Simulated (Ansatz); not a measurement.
# K (bcc type): the cost of one run

Computed with Ansatz 0.2.0 (DFT PBE, with the methods named in each step, unless a step's input says otherwise).

**1. Starting point**

The structure is cubic, space group Im-3m (No. 229). Conventional cell: a = 5.283 Å, b = 5.283 Å, c = 5.283 Å, α = 90.00°, β = 90.00°, γ = 90.00°.

Coordinates:

```xyz
1
Lattice="-2.6417 2.6417 2.6417 2.6417 -2.6417 2.6417 2.6417 2.6417 -2.6417" Properties=species:S:1:pos:R:3 pbc="T T T"
K     0.0000    0.0000    0.0000
```

Whether this phase is the stable one at these pressures isn't tested.

**2. The reference volume, LAPW**

File input.yaml:

```yaml
crystal:
  lattice:
    - [-2.6417089868, 2.6417089868, 2.6417089868]
    - [2.6417089868, -2.6417089868, 2.6417089868]
    - [2.6417089868, 2.6417089868, -2.6417089868]
  atoms:
    - { symbol: K, position: [0.0, 0.0, 0.0] }
kpoints:
  mp_grid: { grid: [10, 10, 10] }
  band_path:
    path:
      - [0.0, 0.0, 0.0]
      - [0.5, -0.5, 0.5]
      - [0.0, 0.0, 0.5]
      - [0.0, 0.0, 0.0]
      - [0.25, 0.25, 0.25]
      - [0.5, -0.5, 0.5]
      - [0.25, 0.25, 0.25]
      - [0.0, 0.0, 0.5]
    npoints: 14
scf:
  occupations: { method: fermi_dirac, width: 0.1 }
hamiltonian:
  xc: pbe
  pseudopotentials: { kind: all_electron, lapw: { basis_error: 0.001 } }
output:
  forces: true
  stress: true
  eigenvalues: true
  populations: true
  dos: { projected: true, de: 0.2, e_range: [-14, 8] }
```

The run is started by

```console
$ ansatz run input.yaml --threads 1 --pin off --max-ram 2048MiB --backend cpu --events-out ev --progress --plain --runs-dir out
```

**Question.** How long does this run take on 1 thread of Arm Neoverse V2, shared host, and how much memory does it need?

About 2.5 s, with a peak of 0.2 GiB.
